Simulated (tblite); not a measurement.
# C3H14N2OSi2: the cost of one run

The runs use tblite 0.8.0 and PySCF 2.14.0, with density-fitted response routines of our own; the level of theory stands in each step. All values are computed, except where a source is named. Atoms count from 0, in the outputs and in this text.

## 1. The molecule as given

22 atoms, charge 0, multiplicity 1; geometry from: force field or distance geometry start.

Bonds of the start (Å): N0–C1 1.42, C1–C2 1.52, C2–C3 1.48, C3–Si4 1.82, Si4–N5 1.80, Si4–O6 1.70, O6–Si7 1.74, N0–H8 1.03, N0–H9 1.07, C1–H10 1.11, C1–H11 1.12, C2–H12 1.11, C2–H13 1.12, C3–H14 1.14, C3–H15 1.13, Si4–H16 1.48, N5–H17 1.04, N5–H18 1.03, Si7–H19 1.48, Si7–H20 1.46, Si7–H21 1.47.

## 2. Geometry optimisation with GFN2-xTB

Job settings and geometry (Å):

```
{"job": {"kind": "relax", "xc": "GFN2-xTB", "basis": "xTB"}, "charge": 0, "multiplicity": 1}
N     -4.007800     0.145000    -0.202700
C     -2.825900    -0.070200     0.546600
C     -1.547000     0.194800    -0.233500
C     -0.438000    -0.078400     0.702700
Si     1.260300     0.141900     0.084000
N      2.371100    -0.136100     1.475200
O      1.752100    -0.908800    -1.164400
Si     3.332200    -0.390300    -1.665500
H     -3.810900     0.545100    -1.136600
H     -4.614800     0.836300     0.353100
H     -2.812100     0.661900     1.383800
H     -2.776500    -1.080300     1.028300
H     -1.592600    -0.500900    -1.091800
H     -1.563100     1.246500    -0.615600
H     -0.597800     0.616900     1.590800
H     -0.584800    -1.115600     1.116800
H      1.557900     1.515600    -0.376300
H      2.177900    -1.066900     1.894800
H      3.359400    -0.009600     1.213400
H      4.397500    -1.265800    -1.139600
H      3.404600    -0.186700    -3.111100
H      3.547700     0.925100    -1.053900
```

Started as:

```bash
$ OMP_NUM_THREADS=1 python probes_run.py task.json out
```

The driver reads the jobs from task.json and runs them one after another.

Q: Estimate the wall time of this first job on 1 thread of Arm Neoverse V1, shared host.

About 1.7 s.
